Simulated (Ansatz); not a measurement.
# GeHCl+ (doublet): the correlation ladder, cc-pVTZ

How much of the correlation energy of GeHCl+ (doublet) does each wave-function method recover here?

Method: cc-pVTZ, core rule «outside noble gas», up to 19 orbitals frozen; program: Ansatz 0.2.0, Gaussian basis.

Plan: UHF; CCSD(T) on ROHF; CCSD(T) on UHF; BCCD(T) on ROHF; CCSDT(Q) on ROHF; CCSDT(Q) on UHF.

10 further runs of the same task are left out: 4 for a known fault of the program, 6 set aside as unsound or not needed.

**1. The geometry**

The geometry is a PBE0/def2-TZVP stationary point (not a proven minimum) of the parent state, kept for this charge and spin. No spin-orbit coupling is included. The filled d shell of Ge may be among the frozen orbitals whatever the setting's name suggests; the logs give the count.

3 atoms, charge 1, spin multiplicity 2.

Atoms are counted from 1 here; the program's logs count them from 0.

Bond lengths: Ge1–Cl2 2.148 Å, Ge1–H3 1.556 Å. Angles: Cl2–Ge1–H3 115.2°.

Geometry (Å):

```tsv
atom	x (Å)	y (Å)	z (Å)
Ge1	0.0000	-0.0392	0.6910
Cl2	0.0000	0.0421	-1.4558
H3	0.0000	1.3431	1.4058
```

**2. UHF**

in.yaml reads:

```yaml
crystal:
  periodic: [false, false, false]
  atoms:
    - {symbol: Ge, position_ang: [0.000000, -0.039179, 0.691027]}
    - {symbol: Cl, position_ang: [0.000000, 0.042088, -1.455820]}
    - {symbol: H, position_ang: [0.000000, 1.343123, 1.405821]}
basis:
  gaussian: {orbitals: cc-pVTZ}
total_charge: 1
magnetization: {spin_polarized: true, initial_magnetization: 1}
hamiltonian: {xc: hf}
output: {orbitals: {seedname: orbitals}}
```

Launch:

```console
$ ansatz run in.yaml --threads 1 --pin off --events-out ev --progress --plain --max-ram 4096MiB --backend cpu
```

After this run come: CCSD(T) on ROHF; CCSD(T) on UHF; BCCD(T) on ROHF; CCSDT(Q) on ROHF; CCSDT(Q) on UHF.

Before running them: what should the planned runs give, taken together? Wanted: UCCSDT(Q) below the RHF energy; RMP2 from UCCSDT(Q); UMP2 from UCCSDT(Q); RCCSD from UCCSDT(Q); RCCSD(T) from UCCSDT(Q); UCCSD(T) from UCCSDT(Q); RCCSDT(Q) from UCCSDT(Q); T1 diagnostic.

**Answer**, as computed:

| quantity | value |
| --- | --- |
| UCCSDT(Q) below the RHF energy | -8.2464 eV |
| RMP2 from UCCSDT(Q) | +27.40 kcal/mol |
| UMP2 from UCCSDT(Q) | +27.01 kcal/mol |
| RCCSD from UCCSDT(Q) | +9.61 kcal/mol |
| RCCSD(T) from UCCSDT(Q) | +1.40 kcal/mol |
| UCCSD(T) from UCCSDT(Q) | +1.29 kcal/mol |
| RCCSDT(Q) from UCCSDT(Q) | +0.22 kcal/mol |
| levels within 1 kcal/mol (43 meV) | RCCSDT, UCCSDT, RCCSDT(Q) |
| T1 diagnostic | 0.030 |

In words: RCCSD(T) misses by +1.40 kcal/mol, 0.7 % of the correlation energy. These misses are within one basis, not against nature; the frozen cores of restricted and unrestricted runs differ, which can shift their rows.
